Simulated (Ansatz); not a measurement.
**AlF₃H₃P: one species, many methods**

How much do the methods differ for AlF₃H₃P? The plan is to run it at one geometry with functionals of several rungs and with coupled cluster. The yardstick is the atomisation energy at the CCSD(T) limit.

Program: Ansatz 0.2.0, Gaussian basis. Level of theory: functionals in def2-TZVPP, the program's frozen cores in correlated methods. These are calculated values, not measurements.

The runs, in order: LDA (SPW92), PBE-D4, revPBE-D4, BLYP-D4, r2SCAN-D4, B97M-V, PBE0-D4, B3LYP-D4, r2SCANh-D4, r2SCAN0-D4, HSE06-D4, BHLYP-D4, CAM-B3LYP-D4, LC-ωPBE, ωB97X-V, ωB97M-V, B2PLYP, PBE-QIDH; CCSD(T)/def2-SVP; CCSD(T)/def2-TZVPP; MP2/def2-QZVPP; extrapolation to the limit; RPA on PBE.

### Step 1. Structure used throughout

The geometry comes from an earlier relaxation with PBE0-D4 in a triple-zeta def2 set; it is a stationary point, not always the lowest conformer.

8 atoms, charge 0, spin multiplicity 1.

Atoms are counted from 1 here; the program's logs count them from 0.

Bond lengths: F1–P2 1.549 Å, P2–F3 1.549 Å, P2–F4 1.549 Å, P2–Al5 2.508 Å, Al5–H6 1.593 Å, Al5–H7 1.593 Å, Al5–H8 1.593 Å. Angles: F1–P2–F3 99.8°, F1–P2–F4 99.8°, F1–P2–Al5 117.9°, F3–P2–F4 99.8°, F3–P2–Al5 118.0°, F4–P2–Al5 118.0°, P2–Al5–H6 93.9°, P2–Al5–H7 93.9°, P2–Al5–H8 94.0°, H6–Al5–H7 119.5°, H6–Al5–H8 119.6°, H7–Al5–H8 119.5°.

As a file:

```mol
AlF3H3P
  3D, bonds by distance, orders not assigned

  8  7  0  0  0  0  0  0  0  0999 V2000
    1.4563   -0.5852    1.5693 F   0  0
    0.6412   -0.7517    0.2627 P   0  0
    0.0490   -2.1633    0.4994 F   0  0
    1.7856   -1.1070   -0.7188 F   0  0
   -0.9319    1.0917   -0.3822 Al  0  0
   -1.7869    0.9793    0.9578 H   0  0
    0.2219    2.1856   -0.4881 H   0  0
   -1.4351    0.3506   -1.7001 H   0  0
  1  2  8  0
  2  3  8  0
  2  4  8  0
  2  5  8  0
  5  6  8  0
  5  7  8  0
  5  8  8  0
M  END
```

### Step 2. LDA

This LDA is Slater exchange with PW92 correlation.

in.yaml

```yaml
crystal:
  periodic: [false, false, false]
  atoms:
    - {symbol: F, position_ang: [1.456294, -0.585154, 1.569272]}
    - {symbol: P, position_ang: [0.641170, -0.751662, 0.262703]}
    - {symbol: F, position_ang: [0.048984, -2.163267, 0.499443]}
    - {symbol: F, position_ang: [1.785617, -1.107047, -0.718765]}
    - {symbol: Al, position_ang: [-0.931935, 1.091659, -0.382242]}
    - {symbol: H, position_ang: [-1.786860, 0.979314, 0.957779]}
    - {symbol: H, position_ang: [0.221856, 2.185604, -0.488087]}
    - {symbol: H, position_ang: [-1.435136, 0.350553, -1.700104]}
basis:
  gaussian: {orbitals: def2-TZVPP}
hamiltonian: {xc: lda}
output: {orbitals: {seedname: orbitals}}
```

The runs that follow: PBE-D4 (GGA); revPBE-D4 (GGA); BLYP-D4 (GGA); r2SCAN-D4 (meta-GGA); B97M-V (meta-GGA); PBE0-D4 (hybrid); B3LYP-D4 (hybrid); r2SCANh-D4 (hybrid); r2SCAN0-D4 (hybrid); HSE06-D4 (hybrid); BHLYP-D4 (hybrid); CAM-B3LYP-D4 (range-separated); LC-ωPBE (range-separated); ωB97X-V (range-separated); ωB97M-V (range-separated); B2PLYP (double hybrid); PBE-QIDH (double hybrid); CCSD(T) in def2-SVP; CCSD(T) in def2-TZVPP; MP2 in def2-QZVPP; RPA on PBE orbitals.

**Question.** What will the summary of the whole plan be? Wanted: atomisation energy, CCSD(T)/CBS; farthest beyond LDA; mean size of error, GGA; mean size of error, meta-GGA; mean size of error, hybrid; mean size of error, range-separated; mean size of error, double hybrid; gap, smallest and largest; T1 diagnostic.

The runs gave:

| quantity | value |
| --- | --- |
| atomisation energy, CCSD(T)/CBS | 25.493 eV |
| functionals within 0.127 eV (0.5 %) | BLYP-D4, r2SCAN-D4, CAM-B3LYP-D4 |
| farthest beyond LDA | BHLYP-D4 (-1.233 eV) |
| mean size of error, GGA | 0.282 eV |
| mean size of error, meta-GGA | 0.192 eV |
| mean size of error, hybrid | 0.616 eV |
| mean size of error, range-separated | 0.178 eV |
| mean size of error, double hybrid | 0.597 eV |
| gap, smallest and largest | 5.12 eV (LDA (SPW92)), 12.56 eV (LC-ωPBE) |
| T1 diagnostic | 0.0133 |
| triples share of the correlation energy | 2.9 % |

The LDA atomisation energy is off by 4.221 eV (17 %): it overbinds. PBE-D4 is off by +0.214 eV. Double hybrids carry the basis error of their MP2 part in triple zeta, and no dispersion term here, so their miss is partly the set-up's. Taken by rung, range-separated functionals do best (0.178 eV on average) and hybrid ones worst beyond LDA (0.616 eV). The gap between the best rungs is small, so their order is not settled. The mean of the hybrids holds BHLYP, with half exact exchange. Misses under about 0.127 eV are within the doubt on the reference itself, which lacks core-valence correlation, relativity and higher excitations. Hartree-Fock recovers 69 % of the binding; the rest is correlation. CCSD(T) in def2-SVP is off by -3.051 eV, worse than the median functional, from the basis alone. The gap grows from 5.1 to 12.6 eV across the functionals, mostly with the share of exact exchange.
